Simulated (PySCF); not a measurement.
# The bond of InHg, level by level

What are the lowest state that PBE0 finds, the bond length, vibrational wavenumber and bond energy of InHg, and how much do these hang on the method?

Program: PySCF 2.14.0. Level of theory: In def2-SVPD with ECP28, Hg def2-SVPD with ECP60, scalar-relativistic core potentials. These are calculated values, not measurements.

## 1. Input

Settings of the job:

```json
{
 "atoms": "In, Hg",
 "charge": "0",
 "basis": "In def2-SVPD with ECP28, Hg def2-SVPD with ECP60",
 "Hamiltonian": "scalar-relativistic core potentials",
 "basis functions": "67",
 "electrons treated": "41",
 "masses in u": "114.9039, 201.9706",
 "levels": "PBE0, PBE, r²SCAN, B2PLYP, M06-2X, M06-L, HF, MP2, SCS-MP2",
 "grid": "80 radial by 434 angular points",
 "occupations": "held fixed by the projection of orbital angular momentum",
 "dissociation limit": "In + Hg, each in its ground configuration",
 "starting distance in angstrom": "2.765",
 "values of 2S to try": "1, 3"
}
```

Run with:

```sh
OMP_NUM_THREADS=1 python dia.py task.json out
```

Further steps of the session: First curve: PBE0; Higher solutions at PBE0; PBE; r²SCAN (meta-GGA); B2PLYP; M06-2X (hybrid meta-GGA); M06-L; UHF (mean field).

What does the calculation give? Wanted: for each run, Re; ωe; De; μ.

As calculated:

Lowest PBE0 solution found, without spin–orbit coupling: ²Π (doublet), unpaired electrons π ↑. State 2 has its PBE0 minimum 0.13 eV higher. The other levels ran on the lowest alone.

```csv
level,Re (Å),ωe (cm⁻¹),De (eV),μ (D)
UHF-MP2,3.113,60.6,0.208,n/a
UHF-SCS-MP2,3.259,45.4,0.128,n/a
PBE,3.066,69.7,0.241,0.12
r²SCAN,3.006,74.8,0.272,0.32
M06-L,3.088,69.3,0.273,0.23
PBE0,3.090,64.9,0.199,0.32
M06-2X,3.383,45.6,0.153,0.13
B2PLYP,3.167,54.7,0.140,0.43
```

De is counted to In + Hg in their ground configurations. A positive dipole means In(−)Hg(+). No constants: UHF (no minimum is bracketed among the points kept).

Bond lengths run from 3.006 Å (r²SCAN) to 3.383 Å (M06-2X). Among the levels with a De in the table, it runs from 0.128 eV (UHF-SCS-MP2) to 0.273 eV (M06-L).

Correlated steps freeze 4 core orbitals. Spin–orbit coupling is left out, which matters for elements this heavy, above all for dissociation energies. B2PLYP dipoles, levels and charges come from its SCF part alone. The bond is weak, and basis-set superposition, which was not computed, may be a sizeable part of it. With spin–orbit coupling the term label itself may not hold.
